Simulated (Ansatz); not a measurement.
## Molecular dynamics of SiW₈C₈Cl₂

Input:

```yaml
crystal:
  lattice:
    - [5.8006, 0.0, 0.0]
    - [-2.9003, 5.023467, 0.0]
    - [0.0, 0.0, 16.24665]
  atoms:
    - { symbol: W, position: [0.0, 0.0, 0.0615512] }
    - { symbol: C, position: [0.33543162, 0.15655656, 0.14422665] }
    - { symbol: W, position: [0.00038986, -0.0083761, 0.2373248] }
    - { symbol: C, position: [0.34454215, 0.18793268, 0.31362643] }
    - { symbol: W, position: [0.0, 0.5, 0.0615512] }
    - { symbol: C, position: [0.35644834, 0.66696089, 0.14266284] }
    - { symbol: W, position: [0.00701997, 0.4965884, 0.23572212] }
    - { symbol: C, position: [0.31191963, 0.66028719, 0.31757487] }
    - { symbol: W, position: [0.5, 0.0, 0.0615512] }
    - { symbol: C, position: [0.84591083, 0.17855367, 0.1454696] }
    - { symbol: W, position: [0.50134192, 0.00165805, 0.24150134] }
    - { symbol: C, position: [0.85684486, 0.18229247, 0.31167327] }
    - { symbol: W, position: [0.5, 0.5, 0.0615512] }
    - { symbol: C, position: [0.84676069, 0.6733714, 0.14456481] }
    - { symbol: W, position: [0.52374848, 0.50969462, 0.23264222] }
    - { symbol: C, position: [0.83255485, 0.68068843, 0.30570291] }
    - { symbol: Si, position: [0.31405708, 0.42752856, 0.38595191] }
    - { symbol: Cl, position: [-0.11496986, 0.16646899, 0.43390867] }
    - { symbol: Cl, position: [0.53135438, 0.51866638, 0.49994963] }
basis:
  ecutwfc: 420.0
kpoints:
  mp_grid: { grid: [3, 3, 1] }
hamiltonian:
  xc: pbe
  pseudopotentials: { kind: paw, azcp: { folder: soft_1 } }
scf:
  occupations: { method: fermi_dirac, width: 0.1 }
  lower_state_search: "off"
  convergence: { dr2_threshold: 0.1 }
  max_iter: 51
md:
  timestep: 1
  n_steps: 200
  ensemble: nve
  temperature: 750.0
  initial_velocities: maxwell_boltzmann
  seed: 312812
  constraints: [{ sites: [0, 4, 8, 12] }]
```

Launched with:

```bash
$ ansatz run input.yaml --threads 2 --pin off --max-ram 5120MiB --backend cpu --events-out ev --progress --plain --runs-dir out
```

It goes on from the last frame of an earlier run, with new velocities.

Output, in part (warnings, step lines):

```
WARN: F and its Harris–Foulkes estimate disagree by 3.00e-2 eV at the final density (on a DFT+U run the figure also counts the on-site term, by absolute value) — the energy may not be reliable. Consider tightening scf.convergence.
WARN: F and its Harris–Foulkes estimate disagree by 3.33e-2 eV at the final density (on a DFT+U run the figure also counts the on-site term, by absolute value) — the energy may not be reliable. Consider tightening scf.convergence.
WARN: F and its Harris–Foulkes estimate disagree by 4.60e-2 eV at the final density (on a DFT+U run the figure also counts the on-site term, by absolute value) — the energy may not be reliable. Consider tightening scf.convergence.
WARN: F and its Harris–Foulkes estimate disagree by 9.00e-2 eV at the final density (on a DFT+U run the figure also counts the on-site term, by absolute value) — the energy may not be reliable. Consider tightening scf.convergence.
WARN: F and its Harris–Foulkes estimate disagree by 3.01e-2 eV at the final density (on a DFT+U run the figure also counts the on-site term, by absolute value) — the energy may not be reliable. Consider tightening scf.convergence.
WARN: F and its Harris–Foulkes estimate disagree by 1.35e-2 eV at the final density (on a DFT+U run the figure also counts the on-site term, by absolute value) — the energy may not be reliable. Consider tightening scf.convergence.
md step     0: t =     0.00 fs  T =   750.0 K  F+E_penalty+E_count = -87879.31978347 eV  E_kin = 1.454175 eV  conserved = -87877.86560848 eV  (4 SCF iters)
md step     1: t =     1.00 fs  T =   751.7 K  F+E_penalty+E_count = -87879.33176729 eV  E_kin = 1.457394 eV  conserved = -87877.87437358 eV  (2 SCF iters)
md step     2: t =     2.00 fs  T =   746.7 K  F+E_penalty+E_count = -87879.31515301 eV  E_kin = 1.447833 eV  conserved = -87877.86731991 eV  (2 SCF iters)
md step     3: t =     3.00 fs  T =   738.6 K  F+E_penalty+E_count = -87879.26629426 eV  E_kin = 1.432087 eV  conserved = -87877.83420720 eV  (2 SCF iters)
md step     4: t =     4.00 fs  T =   731.3 K  F+E_penalty+E_count = -87879.32297178 eV  E_kin = 1.417834 eV  conserved = -87877.90513735 eV  (3 SCF iters)
md step     5: t =     5.00 fs  T =   728.0 K  F+E_penalty+E_count = -87879.31507519 eV  E_kin = 1.411566 eV  conserved = -87877.90350904 eV  (2 SCF iters)
md step     6: t =     6.00 fs  T =   733.7 K  F+E_penalty+E_count = -87879.30680279 eV  E_kin = 1.422575 eV  conserved = -87877.88422756 eV  (2 SCF iters)
md step     7: t =     7.00 fs  T =   747.7 K  F+E_penalty+E_count = -87879.35223257 eV  E_kin = 1.449724 eV  conserved = -87877.90250808 eV  (4 SCF iters)
[... lines left out ...]
md step   199: t =   199.00 fs  T =   637.8 K  F+E_penalty+E_count = -87879.20210223 eV  E_kin = 1.236579 eV  conserved = -87877.96552357 eV  (3 SCF iters)
md step   200: t =   200.00 fs  T =   637.3 K  F+E_penalty+E_count = -87879.19994939 eV  E_kin = 1.235604 eV  conserved = -87877.96434549 eV  (2 SCF iters)
```

The steps, from the saved trajectory:

```json
{"time (fs)": "0.0", "T (K)": "750", "potential energy less start (eV)": "0.000", "conserved less start (meV/atom)": "0.00"}
{"time (fs)": "6.0", "T (K)": "734", "potential energy less start (eV)": "0.013", "conserved less start (meV/atom)": "-0.98"}
{"time (fs)": "12.0", "T (K)": "824", "potential energy less start (eV)": "-0.190", "conserved less start (meV/atom)": "-2.51"}
{"time (fs)": "18.0", "T (K)": "637", "potential energy less start (eV)": "0.175", "conserved less start (meV/atom)": "-2.30"}
{"time (fs)": "24.0", "T (K)": "495", "potential energy less start (eV)": "0.458", "conserved less start (meV/atom)": "-1.95"}
{"time (fs)": "30.0", "T (K)": "697", "potential energy less start (eV)": "0.050", "conserved less start (meV/atom)": "-2.75"}
{"time (fs)": "36.0", "T (K)": "730", "potential energy less start (eV)": "-0.019", "conserved less start (meV/atom)": "-3.05"}
{"time (fs)": "42.0", "T (K)": "575", "potential energy less start (eV)": "0.289", "conserved less start (meV/atom)": "-2.63"}
{"time (fs)": "48.0", "T (K)": "605", "potential energy less start (eV)": "0.237", "conserved less start (meV/atom)": "-2.28"}
{"time (fs)": "54.0", "T (K)": "541", "potential energy less start (eV)": "0.345", "conserved less start (meV/atom)": "-3.13"}
{"time (fs)": "60.0", "T (K)": "489", "potential energy less start (eV)": "0.440", "conserved less start (meV/atom)": "-3.49"}
{"time (fs)": "66.0", "T (K)": "491", "potential energy less start (eV)": "0.438", "conserved less start (meV/atom)": "-3.45"}
{"time (fs)": "72.0", "T (K)": "639", "potential energy less start (eV)": "0.159", "conserved less start (meV/atom)": "-2.94"}
{"time (fs)": "78.0", "T (K)": "725", "potential energy less start (eV)": "-0.010", "conserved less start (meV/atom)": "-3.05"}
{"time (fs)": "84.0", "T (K)": "633", "potential energy less start (eV)": "0.163", "conserved less start (meV/atom)": "-3.31"}
{"time (fs)": "90.0", "T (K)": "750", "potential energy less start (eV)": "-0.074", "conserved less start (meV/atom)": "-3.92"}
{"time (fs)": "96.0", "T (K)": "837", "potential energy less start (eV)": "-0.252", "conserved less start (meV/atom)": "-4.38"}
{"time (fs)": "102.0", "T (K)": "601", "potential energy less start (eV)": "0.195", "conserved less start (meV/atom)": "-4.97"}
{"time (fs)": "108.0", "T (K)": "488", "potential energy less start (eV)": "0.419", "conserved less start (meV/atom)": "-4.69"}
{"time (fs)": "114.0", "T (K)": "576", "potential energy less start (eV)": "0.256", "conserved less start (meV/atom)": "-4.31"}
{"time (fs)": "120.0", "T (K)": "543", "potential energy less start (eV)": "0.303", "conserved less start (meV/atom)": "-5.11"}
{"time (fs)": "126.0", "T (K)": "574", "potential energy less start (eV)": "0.251", "conserved less start (meV/atom)": "-4.76"}
{"time (fs)": "132.0", "T (K)": "497", "potential energy less start (eV)": "0.389", "conserved less start (meV/atom)": "-5.36"}
{"time (fs)": "138.0", "T (K)": "464", "potential energy less start (eV)": "0.462", "conserved less start (meV/atom)": "-4.92"}
{"time (fs)": "144.0", "T (K)": "644", "potential energy less start (eV)": "0.116", "conserved less start (meV/atom)": "-4.75"}
{"time (fs)": "150.0", "T (K)": "804", "potential energy less start (eV)": "-0.209", "conserved less start (meV/atom)": "-5.54"}
{"time (fs)": "156.0", "T (K)": "751", "potential energy less start (eV)": "-0.103", "conserved less start (meV/atom)": "-5.32"}
{"time (fs)": "162.0", "T (K)": "612", "potential energy less start (eV)": "0.169", "conserved less start (meV/atom)": "-5.20"}
{"time (fs)": "168.0", "T (K)": "606", "potential energy less start (eV)": "0.190", "conserved less start (meV/atom)": "-4.71"}
{"time (fs)": "174.0", "T (K)": "717", "potential energy less start (eV)": "-0.045", "conserved less start (meV/atom)": "-5.79"}
{"time (fs)": "180.0", "T (K)": "804", "potential energy less start (eV)": "-0.216", "conserved less start (meV/atom)": "-5.87"}
{"time (fs)": "186.0", "T (K)": "653", "potential energy less start (eV)": "0.078", "conserved less start (meV/atom)": "-5.80"}
{"time (fs)": "192.0", "T (K)": "533", "potential energy less start (eV)": "0.303", "conserved less start (meV/atom)": "-6.21"}
{"time (fs)": "198.0", "T (K)": "633", "potential energy less start (eV)": "0.112", "conserved less start (meV/atom)": "-6.06"}
```

The run went to its last step. The conserved energy wandered by up to 6.4 meV per atom (net -5.2 meV per atom), which is poor conservation. A run of 0.2 ps of so small a system gives no equilibrium averages. The SCF threshold is loose, so the forces are noisy. Limits of this set-up: coarse k mesh, thin slab, slab without dipole correction.

Mean squared displacements from the first frame to the last: W 0.01 Å², C 0.03 Å², Si 0.02 Å², Cl 0.04 Å².

Last frame:

```xyz
19
Lattice="5.8006 0.0000 0.0000 -2.9003 5.0235 0.0000 0.0000 0.0000 16.2466" Properties=species:S:1:pos:R:3
W 0.000 0.000 1.000
C 1.494 0.880 2.360
W -0.031 0.052 3.918
C 1.400 0.919 5.130
W -1.450 2.512 1.000
C -0.028 3.366 2.374
W -1.383 2.457 3.929
C -0.047 3.455 5.418
W 2.900 0.000 1.000
C 4.354 0.707 2.356
W 2.844 0.037 3.970
C 4.259 0.891 5.250
W 1.450 2.512 1.000
C 2.922 3.366 2.420
W 1.410 2.526 3.814
C 2.916 3.433 5.037
Si 0.681 2.127 6.348
Cl -1.175 1.087 7.066
Cl 1.636 2.532 8.077
```

Time of the run: 16 min on 2 threads of AMD EPYC 7R43 64-Core Processor (Zen 3), with other jobs on the host, peak memory 1.1 GiB.
